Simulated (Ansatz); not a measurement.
# BaIrO3: the cost of one run

Program: Ansatz 0.2.0. Level of theory: DFT, scalar-relativistic, functionals as named in each step. These are calculated values, not measurements.

### 1 The starting structure

The structure is cubic, space group Pm-3m (No. 221). The conventional cell has a = 4.101 Å, b = 4.101 Å, c = 4.101 Å, α = 90.00°, β = 90.00°, γ = 90.00°. Ba (site symmetry m-3m) is surrounded by 12 O at 2.90 Å. Ir (site symmetry m-3m) is surrounded by 6 O at 2.05 Å. Around O (site symmetry 4/mmm) lie 2 Ir at 2.05 Å and 4 Ba at 2.90 Å.

Coordinates:

```xyz
5
Lattice="4.1009 0.0000 0.0000 0.0000 4.1009 0.0000 0.0000 0.0000 4.1009" Properties=species:S:1:pos:R:3 pbc="T T T"
Ba    2.0505    2.0505    2.0505
Ir    0.0000    0.0000    0.0000
O     2.0505    0.0000    0.0000
O     0.0000    2.0505    0.0000
O     0.0000    0.0000    2.0505
```

Atoms are numbered in the order of the input: Ba1, Ir2, O3, O4, O5.

### 2 LDA, LAPW

input.yaml reads:

```yaml
crystal:
  lattice:
    - [4.1009, 0.0, 0.0]
    - [0.0, 4.1009, 0.0]
    - [0.0, 0.0, 4.1009]
  atoms:
    - { symbol: Ba, position: [0.5, 0.5, 0.5] }
    - { symbol: Ir, position: [0.0, 0.0, 0.0] }
    - { symbol: O, position: [0.5, 0.0, 0.0] }
    - { symbol: O, position: [0.0, 0.5, 0.0] }
    - { symbol: O, position: [0.0, 0.0, 0.5] }
kpoints:
  mp_grid: { grid: [7, 7, 7] }
  band_path:
    path:
      - [0.0, 0.0, 0.0]
      - [0.0, 0.5, 0.0]
      - [0.5, 0.5, 0.0]
      - [0.0, 0.0, 0.0]
      - [0.5, 0.5, 0.5]
      - [0.0, 0.5, 0.0]
      - [0.5, 0.5, 0.5]
      - [0.5, 0.5, 0.0]
    npoints: 5
scf:
  occupations: { method: fermi_dirac, width: 0.05 }
hamiltonian:
  xc: lda
  pseudopotentials: { kind: all_electron, lapw: { basis_error: 0.001 } }
output:
  forces: true
  stress: true
  eigenvalues: true
```

On the command line:

```console
$ ansatz run input.yaml --threads 2 --pin off --max-ram 5120MiB --backend cpu --events-out ev --progress --plain --runs-dir out
```

**Question.** How long does this run take on 2 threads of Intel Xeon at 2.70GHz, shared host, and how much memory does it need?

About 56 s, with a peak of 0.59 GiB.
